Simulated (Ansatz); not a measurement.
The system is BW.

```
W B
1.0
    -1.55750    1.55750    8.46500
     1.55750   -1.55750    8.46500
     1.55750    1.55750   -8.46500
W B
4 4
Direct
  0.80300 0.80300 0.00000
  0.55300 0.05300 0.50000
  0.94700 0.44700 0.50000
  0.19700 0.19700 0.00000
  0.64800 0.64800 0.00000
  0.39800 0.89800 0.50000
  0.10200 0.60200 0.50000
  0.35200 0.35200 0.00000
```

| Item | Value |
| --- | --- |
| Program | Ansatz 0.2.0 |
| Task | relaxation of cell and atoms |
| Functional | LDA |
| Potentials or basis | Ansatz PAW |
| Cutoff | 420 eV (not typed: the program's choice for these potentials) |
| k mesh | 12 × 12 × 12 |
| Occupations | fermi-dirac, width 0.05 eV |
| Spin | no spin polarisation |

At the start: volume 10.27 Å³/atom.

Q: Where does the relaxation end?

A: It ends after 6 steps and the volume is 10.08 Å³/atom (-1.8 %); space group I4_1/amd (No. 141, to 0.05 Å).

Step by step:
```tsv
step	energy change (eV)	largest force (eV/Å)	volume (Å³)
1	0.0000	1.9074	82.14
2	-0.2318	1.0218	78.17
3	-0.5116	0.1991	80.56
4	-0.5195	0.0217	80.64
5	-0.5196	0.0004	80.66
6	-0.5183	0.0006	80.66
```

Final structure:
```
W B
1.0
    -1.55077    1.55077    8.38482
     1.55077   -1.55077    8.38482
     1.55077    1.55077   -8.38482
W B
4 4
Direct
  0.80300 0.80300 0.00000
  0.55300 0.05300 0.50000
  0.94700 0.44700 0.50000
  0.19700 0.19700 0.00000
  0.65604 0.65604 0.00000
  0.40604 0.90604 0.50000
  0.09396 0.59396 0.50000
  0.34396 0.34396 0.00000
```

Caveat: the plane-wave basis is chosen anew once the cell has moved, so the energies of steps on either side of that aren't comparable; the PAW data sets come from PBE, with cores solved anew for the run's functional, which leaves a small shift of forces and pressure.
